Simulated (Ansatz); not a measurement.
Ni, space group P6_3/mmc, a comparison of functionals at one structure

Program: Ansatz 0.2.0, Python API.

Typed at the interpreter:
```pycon
>>> import ansatz as az
>>> from tabulate import tabulate
>>> ni = (
...     az.Lattice.of([2.448023, 0.0, 0.0], [-1.224011, 2.12005, 0.0], [0.0, 0.0, 4.072808])
...     .atom("Ni", [1 / 3, 2 / 3, 0.25])
...     .atom("Ni", [2 / 3, 1 / 3, 0.75])
...     .moments(Ni=1.5)
... )
>>> ni.resolved().sites[-1]
Site(symbol='Ni', position=(0.6666666666666666, 0.3333333333333333, 0.75), moment=None, axis=None, held=None, saved=None)
>>> job = (
...     ni.calculation()
...     .occupations("fermi_dirac", width=0.1)
...     .spin(az.SpinTreatment.COLLINEAR)
...     .kpoints(15, 15, 8)
...     .stress()
... )
>>> rows = []
>>> for value in ["r2scan", "lda", "pbesol"]:
...     rep = job.functional(value).run(threads=1, backend="cpu").report
...     rows.append((value, rep["free_energy_ev"] / len(rep["lattice"]["sites"]), rep["n_iterations"], sum(rep["stress_gpa"][i][i] for i in range(3)) / 3, rep["magnetization_mub"], rep["n_kpoints"]))
...
DeckWarning: basis.ecutwfc = 500 eV, auto-derived from the records' recommended cutoffs: set by Ni (their level for a meta-GGA)
DeckWarning: basis.ecutwfc = 420 eV, auto-derived from the records' recommended cutoffs: set by Ni (normal level)
>>> print(tabulate(rows, headers=["functional", "F/atom (eV)", "iterations", "P (GPa)", "moment (muB)", "k-points"], floatfmt=".4f", tablefmt="github"))
| functional   |   F/atom (eV) |   iterations |   P (GPa) |   moment (muB) |   k-points |
|--------------|---------------|--------------|-----------|----------------|------------|
| r2scan       |    -5845.2704 |           19 |   -0.7767 |         1.3794 |        135 |
| lda          |    -5773.3655 |           11 |  -10.5689 |         1.2297 |        135 |
| pbesol       |    -5804.9771 |           11 |   -2.8080 |         1.2680 |        135 |
```

From lowest to highest: LDA (-10.6 GPa), PBEsol (-2.8 GPa) and r2SCAN (-0.8 GPa). At a fixed cell a lower pressure usually means a smaller equilibrium volume, so LDA prefers the smallest cell and r2SCAN the largest.

Caveats:
- Other magnetic orders than the one started from may lie lower.
- The overall sign of a collinear moment is arbitrary, and semilocal functionals can give small moments to compounds that are paramagnetic.
- Pressure is positive in compression.
- r2SCAN tends to overestimate the moments of itinerant magnets.
- This isn't the structure that Ni takes at ambient conditions.
- Warnings are shown shortened and without file and line.
- Total energies of different functionals can't be compared; pressures, moments and gaps at this one structure can.
- Timing: 60 s on 1 thread of Intel(R) Xeon(R) Processor @ 2.30GHz, with other jobs on the host, peak memory 0.62 GiB.
